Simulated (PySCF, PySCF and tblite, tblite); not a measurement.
# C₆H₁₀O: conformers and averaged spectra

Which conformers does C₆H₁₀O (`CC(=O)C=C(C)C`) populate, and what do their averaged NMR parameters look like?

Computed with tblite 0.8.0 (tight binding) and PySCF 2.14.0 (DFT, with response routines of our own); each step states its level. Atoms count from 0 throughout.

## 1. The starting structure

17 atoms, charge 0, multiplicity 1; geometry from: MMFF94s geometry.

Bonds of the start (Å): C0–C1 1.52, C0–H7 1.10, C0–H8 1.09, C0–H9 1.08, C1–C3 1.49, C1–O2 1.22, C3–C4 1.34, C3–H10 1.10, C4–C5 1.51, C4–C6 1.51, C5–H11 1.09, C5–H12 1.08, C5–H13 1.10, C6–H14 1.10, C6–H15 1.09, C6–H16 1.09.

## 2. GFN2-xTB relaxation, conformer 1

Job settings and geometry (Å):

```
{"job": {"xc": "GFN2-xTB", "basis": "xTB", "kind": "relax"}, "charge": 0, "multiplicity": 1}
C      2.779000    -0.502100     0.380600
C      1.518200     0.346600     0.309600
O      1.592400     1.561900     0.240100
C      0.221700    -0.377700     0.410300
C     -0.956400     0.031000    -0.075500
C     -2.210000    -0.780300     0.130900
C     -1.165400     1.290800    -0.890100
H      3.186800    -0.460500     1.398000
H      2.562300    -1.540200     0.111100
H      3.498200    -0.110800    -0.327200
H      0.279400    -1.330300     0.952100
H     -2.965300    -0.182300     0.651000
H     -2.621000    -1.107500    -0.816400
H     -2.016400    -1.673500     0.737300
H     -1.643000     2.065200    -0.265900
H     -1.825200     1.084000    -1.727300
H     -0.242300     1.697700    -1.302600
```

On the command line:

```
$ OMP_NUM_THREADS=1 python ens_run.py task.json out
```

This one command runs the whole study; its stages follow in the order run.

The program printed:

```text
step      E/eV     max force
  0    -598.09934    0.645
  1    -598.12001    0.642
  2    -598.13340    0.273
  3    -598.14421    0.299
  4    -598.14885    0.334
  5    -598.15212    0.169
  6    -598.15565    0.132
  7    -598.15739    0.117
  8    -598.15907    0.124
  9    -598.16110    0.146
 10    -598.16336    0.145
 11    -598.16516    0.104
 12    -598.16645    0.088
 13    -598.16772    0.097
 14    -598.16949    0.133
 15    -598.17145    0.129
 16    -598.17285    0.080
 17    -598.17371    0.074
 18    -598.17447    0.085
 19    -598.17548    0.093
 20    -598.17689    0.109
 21    -598.17852    0.088
 22    -598.18024    0.093
 23    -598.18192    0.116
 24    -598.18351    0.109
 25    -598.18489    0.088
 26    -598.18603    0.096
 27    -598.18708    0.106
 28    -598.18832    0.109
 29    -598.18995    0.127
 30    -598.19180    0.132
 31    -598.19361    0.104
 32    -598.19522    0.097
 33    -598.19636    0.114
 34    -598.19701    0.346
 35    -598.19822    0.110
 36    -598.19904    0.055
 37    -598.19970    0.080
 38    -598.20033    0.092
 39    -598.20106    0.070
 40    -598.20177    0.060
 41    -598.20247    0.060
 42    -598.20323    0.063
 43    -598.20410    0.062
 44    -598.20499    0.066
 45    -598.20583    0.068
 46    -598.20662    0.064
 47    -598.20732    0.076
 48    -598.20790    0.068
 49    -598.20835    0.051
 50    -598.20877    0.047
 51    -598.20924    0.058
 52    -598.20970    0.052
 53    -598.21007    0.072
 54    -598.21046    0.053
 55    -598.21090    0.048
 56    -598.21153    0.068
 57    -598.21213    0.071
 58    -598.21263    0.048
 59    -598.21296    0.039
 60    -598.21296    0.039
 61    -598.21308    0.031
 62    -598.21339    0.060
 63    -598.21348    0.042
 64    -598.21359    0.043
 65    -598.21382    0.033
 66    -598.21392    0.035
 67    -598.21411    0.031
 68    -598.21424    0.033
 69    -598.21439    0.031
 70    -598.21452    0.032
 71    -598.21464    0.030
 72    -598.21476    0.035
 73    -598.21487    0.030
 74    -598.21496    0.026
 75    -598.21505    0.020
 76    -598.21511    0.024
 77    -598.21517    0.017
 78    -598.21522    0.016
 79    -598.21526    0.021
 80    -598.21530    0.019
 81    -598.21534    0.018
 82    -598.21538    0.015
 83    -598.21541    0.018
 84    -598.21545    0.022
 85    -598.21550    0.024
 86    -598.21556    0.025
 87    -598.21564    0.025
 88    -598.21573    0.023
 89    -598.21582    0.029
 90    -598.21591    0.034
 91    -598.21601    0.030
 92    -598.21613    0.031
 93    -598.21625    0.031
 94    -598.21637    0.026
 95    -598.21648    0.021
 96    -598.21657    0.025
 97    -598.21668    0.025
 98    -598.21680    0.029
 99    -598.21693    0.029
100    -598.21705    0.030
101    -598.21716    0.023
102    -598.21724    0.020
103    -598.21730    0.016
104    -598.21734    0.014
105    -598.21736    0.009
106    -598.21737    0.009
107    -598.21738    0.011
108    -598.21740    0.009
109    -598.21741    0.008
110    -598.21742    0.009
111    -598.21743    0.010
112    -598.21745    0.009
113    -598.21746    0.008
114    -598.21746    0.008
115    -598.21747    0.006
116    -598.21748    0.006
117    -598.21748    0.005
118    -598.21749    0.005
119    -598.21749    0.006
120    -598.21749    0.006
121    -598.21750    0.008
122    -598.21751    0.011
123    -598.21753    0.015
124    -598.21756    0.018
125    -598.21761    0.021
126    -598.21767    0.019
127    -598.21775    0.020
128    -598.21783    0.025
129    -598.21792    0.026
130    -598.21801    0.024
131    -598.21804    0.044
132    -598.21808    0.021
133    -598.21813    0.015
134    -598.21817    0.022
135    -598.21822    0.026
136    -598.21828    0.019
137    -598.21834    0.021
138    -598.21839    0.015
139    -598.21841    0.022
140    -598.21845    0.031
141    -598.21849    0.014
142    -598.21856    0.032
143    -598.21860    0.035
144    -598.21865    0.017
145    -598.21868    0.020
146    -598.21873    0.018
147    -598.21880    0.027
148    -598.21887    0.023
149    -598.21893    0.039
150    -598.21902    0.024
151    -598.21907    0.017
152    -598.21912    0.018
153    -598.21917    0.018
154    -598.21924    0.019
155    -598.21928    0.019
156    -598.21930    0.014
157    -598.21932    0.011
158    -598.21935    0.014
159    -598.21938    0.011
160    -598.21940    0.012
161    -598.21942    0.012
162    -598.21943    0.008
163    -598.21945    0.006
164    -598.21946    0.009
165    -598.21946    0.009
166    -598.21948    0.008
167    -598.21949    0.009
168    -598.21951    0.014
169    -598.21953    0.019
170    -598.21956    0.024
171    -598.21960    0.022
172    -598.21965    0.015
173    -598.21968    0.015
174    -598.21971    0.020
175    -598.21976    0.024
176    -598.21984    0.024
177    -598.21998    0.033
178    -598.22006    0.025
179    -598.22011    0.037
180    -598.22016    0.033
181    -598.22027    0.022
182    -598.22038    0.023
183    -598.22051    0.031
184    -598.22064    0.023
185    -598.22079    0.031
186    -598.22092    0.025
187    -598.22102    0.023
188    -598.22110    0.016
189    -598.22114    0.010
190    -598.22118    0.011
191    -598.22121    0.012
192    -598.22124    0.013
193    -598.22126    0.011
194    -598.22129    0.010
195    -598.22131    0.008
196    -598.22132    0.007
197    -598.22133    0.007
198    -598.22133    0.005
199    -598.22134    0.006
200    -598.22134    0.005
201    -598.22135    0.005
202    -598.22135    0.005
203    -598.22136    0.006
204    -598.22137    0.006
205    -598.22137    0.006
206    -598.22138    0.005
207    -598.22138    0.005
208    -598.22139    0.005
209    -598.22139    0.005
210    -598.22139    0.004
```

Run time: 0.89 s. Hardware: 1 thread of Arm Neoverse V2, shared host.

Gain 0.122 eV; displacement 0.46 Å root mean square.

## 3. Shieldings, conformer 1: PBE0/pcSseg-1 in chloroform

Job settings and geometry (Å):

```
{"job": {"xc": "PBE0", "basis": "pcSseg-1", "solvent": "chloroform", "kind": "nmr", "pop": true}, "charge": 0, "multiplicity": 1}
C      2.729673    -0.426048     0.554626
C      1.503211     0.304494     0.049568
O      1.581003     1.399731    -0.469769
C      0.253809    -0.428523     0.249884
C     -0.960796     0.001127    -0.128992
C     -2.183536    -0.820787     0.117270
C     -1.181387     1.308609    -0.810972
H      2.639722    -0.592805     1.626296
H      2.810263    -1.394406     0.064987
H      3.622293     0.159941     0.353000
H      0.346354    -1.387625     0.740902
H     -2.885532    -0.261078     0.735069
H     -2.680541    -1.035776    -0.828406
H     -1.947885    -1.758897     0.613126
H     -0.840096     2.124582    -0.175543
H     -2.230423     1.454010    -1.055937
H     -0.583130     1.365482    -1.718939
```

The program printed:

```text
coarse grid: 13808 points
cycle   1  E = -309.2876685106  dE =  8.548e-01  |g| = 8.019e-01  |ddm| = 3.620e+00
cycle   2  E = -309.0189329611  dE =  2.687e-01  |g| = 1.432e+00  |ddm| = 2.226e+00
cycle   3  E = -309.4110992773  dE = -3.922e-01  |g| = 1.877e-01  |ddm| = 1.690e+00
cycle   4  E = -309.4191457264  dE = -8.046e-03  |g| = 3.878e-02  |ddm| = 1.810e-01
cycle   5  E = -309.4194801388  dE = -3.344e-04  |g| = 8.944e-03  |ddm| = 3.637e-02
cycle   6  E = -309.4194947714  dE = -1.463e-05  |g| = 4.112e-03  |ddm| = 8.742e-03
cycle   7  E = -309.4194984943  dE = -3.723e-06  |g| = 1.257e-03  |ddm| = 3.886e-03
final grid: 132176 points
cycle   8  E = -309.4725561531  dE = -2.890e-05  |g| = 1.277e-02  |ddm| = 3.485e-02
cycle   9  E = -309.4724926891  dE =  6.346e-05  |g| = 2.219e-02  |ddm| = 2.799e-02
cycle  10  E = -309.4725903860  dE = -9.770e-05  |g| = 2.549e-03  |ddm| = 1.913e-02
cycle  11  E = -309.4725916979  dE = -1.312e-06  |g| = 2.511e-04  |ddm| = 2.012e-03
cycle  12  E = -309.4725917049  dE = -6.979e-09  |g| = 1.972e-04  |ddm| = 3.863e-04
cycle  13  E = -309.4725917145  dE = -9.580e-09  |g| = 1.977e-05  |ddm| = 1.612e-04
cycle  14  E = -309.4725917146  dE = -8.026e-11  |g| = 6.371e-06  |ddm| = 2.268e-05
converged SCF energy = -309.4725917146

GIAO shielding tensors (ppm)
atom      isotropic    diamagn.    paramagn.     s11        s22        s33       span
  0 C      151.635     252.535    -100.900    128.794    135.708    190.401     61.607
  1 C      -17.049     247.629    -264.678    -94.810    -57.729    101.394    196.204
  2 O     -279.915     406.235    -686.150   -861.350   -332.771    354.377   1215.727
  3 C       60.374     261.587    -201.213    -42.505     93.387    130.240    172.745
  4 C       14.089     261.801    -247.712    -94.731    -26.134    163.132    257.863
  5 C      155.917     248.408     -92.491    135.903    145.667    186.181     50.278
  6 C      160.822     247.971     -87.150    145.711    159.879    176.875     31.164
  7 H       29.149      29.649      -0.500     26.150     28.801     32.496      6.346
  8 H       29.148      29.760      -0.612     26.087     28.944     32.413      6.326
  9 H       29.905      28.553       1.352     26.671     28.444     34.600      7.929
 10 H       25.207      36.727     -11.520     21.220     23.294     31.108      9.888
 11 H       29.380      29.103       0.278     25.964     27.828     34.349      8.385
 12 H       29.398      29.119       0.279     25.979     27.857     34.357      8.379
 13 H       29.768      30.951      -1.183     25.478     28.878     34.950      9.472
 14 H       29.068      30.761      -1.693     25.089     28.126     33.989      8.900
 15 H       29.963      30.024      -0.061     25.496     30.182     34.211      8.715
 16 H       28.983      30.874      -1.891     24.935     28.274     33.740      8.806
```

Wall time 22 s (1 thread of Arm Neoverse V2, shared host); peak memory 0.87 GiB.

In short: HOMO -7.05 eV, LUMO -1.21 eV; dipole 3.64 D.

## 4. Couplings, conformer 1: B3LYP/6-31G*+pcJ-1

Changed since step 3:

```diff
@@ -1,2 +1,2 @@
-{"job": {"xc": "PBE0", "basis": "pcSseg-1", "solvent": "chloroform", "kind": "nmr", "pop": true}, "charge": 0, "multiplicity": 1}
+{"job": {"xc": "B3LYP", "basis": {"default": "6-31G*", "H": "pcJ-1"}, "nuclei": ["H", "F", "P", "Si", "B"], "kind": "j"}, "charge": 0, "multiplicity": 1}
 C      2.729673    -0.426048     0.554626
```

The program printed:

```text
coarse grid: 13808 points
cycle   1  E = -309.7691834025  dE =  8.398e-01  |g| = 8.859e-01  |ddm| = 3.516e+00
cycle   2  E = -309.2401899739  dE =  5.290e-01  |g| = 1.803e+00  |ddm| = 2.834e+00
cycle   3  E = -309.9237039695  dE = -6.835e-01  |g| = 2.728e-01  |ddm| = 2.283e+00
cycle   4  E = -309.9414665783  dE = -1.776e-02  |g| = 6.402e-02  |ddm| = 3.085e-01
cycle   5  E = -309.9424540708  dE = -9.875e-04  |g| = 9.566e-03  |ddm| = 5.970e-02
cycle   6  E = -309.9424691833  dE = -1.511e-05  |g| = 5.028e-03  |ddm| = 1.003e-02
cycle   7  E = -309.9424747371  dE = -5.554e-06  |g| = 1.604e-03  |ddm| = 5.208e-03
final grid: 132176 points
cycle   8  E = -309.8854485671  dE = -4.079e-05  |g| = 8.579e-03  |ddm| = 2.987e-02
cycle   9  E = -309.8854203080  dE =  2.826e-05  |g| = 1.391e-02  |ddm| = 1.904e-02
cycle  10  E = -309.8854657641  dE = -4.546e-05  |g| = 2.929e-03  |ddm| = 1.366e-02
cycle  11  E = -309.8854675648  dE = -1.801e-06  |g| = 2.737e-04  |ddm| = 2.599e-03
cycle  12  E = -309.8854675687  dE = -3.902e-09  |g| = 2.475e-04  |ddm| = 4.556e-04
cycle  13  E = -309.8854675837  dE = -1.500e-08  |g| = 2.395e-05  |ddm| = 2.226e-04
cycle  14  E = -309.8854675838  dE = -1.289e-10  |g| = 7.731e-06  |ddm| = 3.187e-05
converged SCF energy = -309.8854675838

Indirect spin-spin couplings (Hz)
  i      j    bonds     total        FC       PSO       DSO        SD
  7 H    8 H    2    -18.721   -18.364     2.222    -2.579         -
  7 H    9 H    2    -13.688   -13.186     2.198    -2.699         -
  7 H   10 H    4      0.656     0.257    -0.677     1.076         -
  7 H   14 H    6      0.582     0.769     0.301    -0.488         -
  7 H   15 H    6     -0.347    -0.028     0.674    -0.993         -
  7 H   16 H    6     -0.228     0.102     0.657    -0.987         -
  8 H    9 H    2    -13.214   -12.703     2.200    -2.711         -
  8 H   10 H    4      0.676     0.250    -0.733     1.159         -
  8 H   14 H    6     -0.243     0.086     0.659    -0.988         -
  8 H   15 H    6     -0.358    -0.043     0.662    -0.977         -
  8 H   16 H    6      0.564     0.750     0.294    -0.479         -
  9 H   10 H    4      1.075     1.540     1.132    -1.596         -
  9 H   11 H    6     -0.343    -0.060     0.614    -0.897         -
  9 H   12 H    6     -0.350    -0.070     0.608    -0.889         -
  9 H   13 H    6     -0.227     0.013     0.555    -0.794         -
  9 H   14 H    6     -0.297    -0.064     0.475    -0.707         -
  9 H   15 H    6     -0.338    -0.005     0.730    -1.063         -
  9 H   16 H    6     -0.284    -0.060     0.451    -0.675         -
 10 H   11 H    4     -2.761    -2.403     0.683    -1.041         -
 10 H   12 H    4     -2.749    -2.387     0.690    -1.052         -
 10 H   13 H    4      0.211    -0.395    -1.376     1.981         -
 10 H   14 H    4     -3.663    -3.047     1.011    -1.628         -
 10 H   15 H    4      0.691     1.314     1.167    -1.789         -
 10 H   16 H    4     -3.489    -2.866     1.013    -1.636         -
 11 H   12 H    2    -21.305   -20.927     2.158    -2.537         -
 11 H   13 H    2    -13.355   -12.837     2.141    -2.659         -
 11 H   14 H    4     -2.949    -2.821     0.226    -0.354         -
 11 H   16 H    4     -2.039    -1.549     1.127    -1.617         -
 12 H   13 H    2    -13.271   -12.752     2.141    -2.661         -
 12 H   14 H    4     -2.119    -1.637     1.111    -1.593         -
 12 H   16 H    4     -2.831    -2.678     0.287    -0.440         -
 13 H   15 H    4      0.632     1.138     1.155    -1.661         -
 14 H   15 H    2    -12.679   -12.222     2.058    -2.514         -
 14 H   16 H    2    -23.521   -23.336     1.799    -1.984         -
 15 H   16 H    2    -12.303   -11.841     2.052    -2.514         -
```

It took 32 s on 1 thread of Arm Neoverse V2, shared host; peak memory 0.92 GiB.

This run: HOMO -6.39 eV, LUMO -1.12 eV; dipole 2.75 D.

## 5. Excited states, conformer 1: CAM-B3LYP/def2-SVPD in chloroform

Changed since step 4:

```diff
@@ -1,2 +1,2 @@
-{"job": {"xc": "B3LYP", "basis": {"default": "6-31G*", "H": "pcJ-1"}, "nuclei": ["H", "F", "P", "Si", "B"], "kind": "j"}, "charge": 0, "multiplicity": 1}
+{"job": {"xc": "CAM-B3LYP", "basis": "def2-SVPD", "nstates": 6, "ntriplets": 0, "solvent": "chloroform", "kind": "uv"}, "charge": 0, "multiplicity": 1}
 C      2.729673    -0.426048     0.554626
```

The program printed:

```text
coarse grid: 13808 points
cycle   1  E = -309.2992898262  dE =  9.922e-01  |g| = 7.934e-01  |ddm| = 8.841e+00
cycle   2  E = -309.1366801371  dE =  1.626e-01  |g| = 1.260e+00  |ddm| = 2.940e+00
cycle   3  E = -309.4308657375  dE = -2.942e-01  |g| = 9.357e-02  |ddm| = 1.904e+00
cycle   4  E = -309.4328021100  dE = -1.936e-03  |g| = 3.878e-02  |ddm| = 2.706e-01
cycle   5  E = -309.4331760553  dE = -3.739e-04  |g| = 8.104e-03  |ddm| = 9.132e-02
cycle   6  E = -309.4331923071  dE = -1.625e-05  |g| = 3.758e-03  |ddm| = 2.612e-02
cycle   7  E = -309.4331973944  dE = -5.087e-06  |g| = 1.238e-03  |ddm| = 1.228e-02
final grid: 132176 points
cycle   8  E = -309.5015756020  dE = -4.074e-05  |g| = 4.330e-03  |ddm| = 1.336e-01
cycle   9  E = -309.5015750202  dE =  5.819e-07  |g| = 4.985e-03  |ddm| = 2.173e-02
cycle  10  E = -309.5015803235  dE = -5.303e-06  |g| = 8.701e-04  |ddm| = 8.545e-03
cycle  11  E = -309.5015804657  dE = -1.423e-07  |g| = 2.025e-04  |ddm| = 1.477e-03
cycle  12  E = -309.5015804747  dE = -8.957e-09  |g| = 1.060e-04  |ddm| = 6.851e-04
cycle  13  E = -309.5015804775  dE = -2.788e-09  |g| = 1.548e-05  |ddm| = 2.351e-04
cycle  14  E = -309.5015804777  dE = -2.073e-10  |g| = 7.372e-06  |ddm| = 9.898e-05
converged SCF energy = -309.5015804777

Static polarisability (au): isotropic 96.351, principal 68.375 95.540 125.139

Singlet excitations
state   eV       nm        f      main configurations
  1   4.0583    305.5   0.00030   H->L 0.94
  2   5.5304    224.2   0.48287   H-1->L 0.97
  3   7.0478    175.9   0.02685   H->L+1 0.75, H->L+2 0.12
  4   7.1040    174.5   0.00174   H-1->L+1 0.92
  5   7.2391    171.3   0.00098   H->L+4 0.48, H-2->L 0.34
  6   7.4932    165.5   0.00002   H-2->L 0.40, H-4->L 0.31, H->L+4 0.20
```

Wall time 47 s (1 thread of Arm Neoverse V2, shared host); peak memory 1.1 GiB.

This run: HOMO -8.58 eV, LUMO -0.14 eV; dipole 3.85 D; S1 4.06 eV.

## 6. The ensemble: properties at PBE0/pcSseg-1 in chloroform

Job settings and geometry (Å):

```
{"job": {"study": "conf", "smiles": "CC(=O)C=C(C)C", "search": {"seed": 2593, "n_embed": 60, "ff_keep": 14, "window": 3.0, "nmax": 4, "temps": [250, 273.15, 298.15, 323.15, 373.15], "t_ref": 298.15, "order": 0.0005}, "level": {"nmr": {"xc": "PBE0", "basis": "pcSseg-1", "solvent": "chloroform"}, "j": {"xc": "B3LYP", "basis": {"default": "6-31G*", "H": "pcJ-1"}, "nuclei": ["H", "F", "P", "Si", "B"]}, "uv": {"xc": "CAM-B3LYP", "basis": "def2-SVPD", "nstates": 6, "ntriplets": 0, "solvent": "chloroform"}}, "kind": "conf"}, "charge": 0, "multiplicity": 1}
C      2.729673    -0.426048     0.554626
C      1.503211     0.304494     0.049568
O      1.581003     1.399731    -0.469769
C      0.253809    -0.428523     0.249884
C     -0.960796     0.001127    -0.128992
C     -2.183536    -0.820787     0.117270
C     -1.181387     1.308609    -0.810972
H      2.639722    -0.592805     1.626296
H      2.810263    -1.394406     0.064987
H      3.622293     0.159941     0.353000
H      0.346354    -1.387625     0.740902
H     -2.885532    -0.261078     0.735069
H     -2.680541    -1.035776    -0.828406
H     -1.947885    -1.758897     0.613126
H     -0.840096     2.124582    -0.175543
H     -2.230423     1.454010    -1.055937
H     -0.583130     1.365482    -1.718939
```

The program printed:

```text
conformer  sym    E(xTB)   E(DFT)   G(298.15 K)  weight  dipole/D
    1     Cs      0.000    0.000    0.000   1.0000    3.637

mean shielding (ppm) by class
class atoms           250 K   273.15 K   298.15 K   323.15 K   373.15 K
  0 C  0            151.635    151.635    151.635    151.635    151.635
  1 C  1            -17.049    -17.049    -17.049    -17.049    -17.049
  2 O  2           -279.915   -279.915   -279.915   -279.915   -279.915
  3 C  3             60.374     60.374     60.374     60.374     60.374
  4 C  4             14.089     14.089     14.089     14.089     14.089
  5 C  5            155.917    155.917    155.917    155.917    155.917
  6 C  6            160.822    160.822    160.822    160.822    160.822
  7 H  7,8,9         29.401     29.401     29.401     29.401     29.401
  8 H  10            25.207     25.207     25.207     25.207     25.207
  9 H  11,12,13      29.515     29.515     29.515     29.515     29.515
 10 H  14,15,16      29.338     29.338     29.338     29.338     29.338
```

Run time: 1.7 min. Hardware: 1 thread of Arm Neoverse V2, shared host. This counts the runs that the step sums up.

The search (ETKDG, MMFF94s, GFN2-xTB) embedded 60 structures, kept 2 distinct ones after the force field and 2 after xTB; 1 was carried on (window 3.0 kcal/mol at the search's own energies). Energies: PBE0/pcSseg-1 in chloroform with D3(BJ).

The conformers at 298 K:

| no. | group | mirror pair | ΔE xTB | ΔE DFT | ΔG | weight (%) | μ (D) | O2–C1–C3–C4 (°) | A, B, C (GHz) |
| --- | --- | --- | --- | --- | --- | --- | --- | --- | --- |
| 1 | Cs | no | 0.00 | 0.00 | 0.00 | 100.0 | 3.64 | 1 | 5.10, 1.69, 1.30 |

Energies in kcal/mol. ΔG holds xTB vibrations and rotation, symmetry numbers and mirror pairs.

Shifts against references run at the same level (13C TMS 187.6, 17O H2O 342.2, 1H TMS 31.70 ppm of shielding), by class of atoms, at 298 K:

| atoms | environment | average |
| --- | --- | --- |
| C1 | ketone carbonyl carbon | 204.6 |
| C4 | β carbon of a C=C–C=O unit | 173.5 |
| C3 | α carbon of a C=C–C=O unit | 127.2 |
| C0 | methyl carbon α to a carbonyl | 36.0 |
| C5 | allylic methyl carbon | 31.7 |
| C6 | allylic methyl carbon | 26.8 |
| H10 | hydrogen on an α carbon of a C=C–C=O unit | 6.49 |
| H14, H15, H16 | hydrogen on an allylic methyl carbon | 2.36 |
| H7, H8, H9 | hydrogen on a methyl carbon α to a carbonyl | 2.30 |
| H11, H12, H13 | hydrogen on an allylic methyl carbon | 2.18 |
| O2 | ketone oxygen | 622.1 |

Couplings (Hz, B3LYP/6-31G*+pcJ-1; one pair named for each class), from conformers that hold 100 % of the weight:

| pair | bonds | average |
| --- | --- | --- |
| H14–H15 | 2 | -16.2 |
| H11–H12 | 2 | -16.0 |
| H7–H8 | 2 | -15.2 |
| H10–H14 | 4 | -2.1 |
| H10–H11 | 4 | -1.8 |
| H11–H14 | 4 | -1.0 |
| H7–H10 | 4 | 0.8 |

Effective distances for nuclear Overhauser effects, ⟨r⁻⁶⟩^(−1/6) over all pairs of two classes (Å): H10···H11 2.71; H7···H10 2.72; H11···H14 3.09; H10···H14 3.92.

Lowest and brightest singlet by conformer (CAM-B3LYP/def2-SVPD in chloroform): no. 1 4.06 and 5.53 eV.

## 7. Results

```
                                         quantity                                                 value
                                       conformers  1; the first in weight is no. 1 (Cs), 100 % at 298 K
                          root-mean-square dipole                                                3.64 D
averaged 13C shifts (PBE0/pcSseg-1 in chloroform)             204.6, 173.5, 127.2, 36.0, 31.7, 26.8 ppm
 averaged 1H shifts (PBE0/pcSseg-1 in chloroform)                            6.49, 2.36, 2.30, 2.18 ppm
```

The search found one conformer in the window, so the averages are its own values.
